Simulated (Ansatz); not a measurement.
**B4As3N: the band gap up the ladder of functionals**

An exercise on one series of results from a longer session: the logs are not shown, and one member is left open.

The runs shown are made with Ansatz 0.2.0. PAW datasets, plane waves. No spin polarisation and no zero-point or thermal motion; the cell was built from a prototype and may be hypothetical.

## The system as given

The cell was relaxed beforehand with r2SCAN.

It is tetragonal, P-4m2 (No. 115); a = 3.209 Å, c = 9.019 Å in the conventional setting, 11.61 Å³ an atom. Around N lie 4 B at 1.81 Å; around B lie 2 N at 1.81 Å and 2 As at 2.02 Å; around As lie 4 B at 2.01–2.02 Å; around B lie 4 As at 2.01–2.02 Å; around As lie 4 B at 2.02 Å.

Structure file:

```
CELL_PARAMETERS angstrom
3.20886 0.00000 0.00000
0.00000 3.20886 0.00000
0.00000 0.00000 9.01884
ATOMIC_POSITIONS crystal
N 0.00000 0.00000 0.00000
B 0.00000 0.50000 0.90631
As 0.50000 0.50000 0.77056
B 0.50000 0.00000 0.63564
As 0.00000 0.00000 0.50000
B 0.00000 0.50000 0.36436
As 0.50000 0.50000 0.22944
B 0.50000 0.00000 0.09369
```

Set-up of the first run:

input.yaml

```yaml
crystal:
  lattice:
    - [3.2088561722, 0.0, 0.0]
    - [0.0, 3.2088561722, 0.0]
    - [0.0, 0.0, 9.0188366803]
  atoms:
    - { symbol: "N", position: [0.0, 0.0, 0.0] }
    - { symbol: B, position: [0.0, 0.5, 0.9063134033] }
    - { symbol: As, position: [0.5, 0.5, 0.7705619261] }
    - { symbol: B, position: [0.5, 0.0, 0.6356403392] }
    - { symbol: As, position: [0.0, 0.0, 0.5] }
    - { symbol: B, position: [0.0, 0.5, 0.3643596608] }
    - { symbol: As, position: [0.5, 0.5, 0.2294380739] }
    - { symbol: B, position: [0.5, 0.0, 0.0936865967] }
kpoints:
  mp_grid: { grid: [8, 8, 4] }
  band_path:
    path:
      - [[0.0, 0.0, 0.0], [2.025875229772e-52, 0.5, 6.764341928501e-68], [0.5, 0.5, 2.122248611404e-33], [0.0, 0.0, 0.0], [-3.56561850843e-51, 2.183080276757e-85, 0.5], [-3.56561850843e-51, 0.5, 0.5], [0.5, 0.5, 0.5], [-3.56561850843e-51, 2.183080276757e-85, 0.5]]
      - [[2.025875229772e-52, 0.5, 6.764341928501e-68], [-3.56561850843e-51, 0.5, 0.5]]
      - [[0.5, 0.5, 2.122248611404e-33], [0.5, 0.5, 0.5]]
    npoints: 10
hamiltonian:
  xc: pbe
scf:
  occupations: { method: fermi_dirac, width: 0.02 }
  n_extra_bands: 6
output:
  forces: true
  stress: true
  eigenvalues: true
```

Started as:

```
$ ansatz run input.yaml --threads 4 --pin off --max-ram 6451MiB --backend cpu --events-out ev --progress --plain --runs-dir out
```

Among the steps run: PBE band path; Single point with r2SCAN; HSE06 at the same geometry; Single point with PBE+SOC; PBE0.

One table of the session follows, with a row left open; its other results are not shown here.

```
  level  gap (eV)
    PBE      0.26
 r2SCAN      0.48
  HSE06      1.03
PBE+SOC      0.20
   PBE0         ?
```

Estimate the missing values for PBE0.

As computed: gap (eV): 1.74. In the column «gap (eV)» it is the highest.

Meshes: PBE 8×8×4, r2SCAN 8×8×4, HSE06 4×4×2, PBE+SOC 8×8×4, PBE0 4×4×2

In words: The gap runs from 0.20 eV (PBE+SOC) to 1.74 eV (PBE0). Against HSE06, PBE is short by 0.77 eV, at 26 % of it, and r2SCAN 47 %. PBE0 lies 0.71 eV above HSE06, which differs from it by screening the long-range exchange.

Caveats from the session: Warnings in the runs' records: stress exchange threshold loose, stress scf threshold loose.
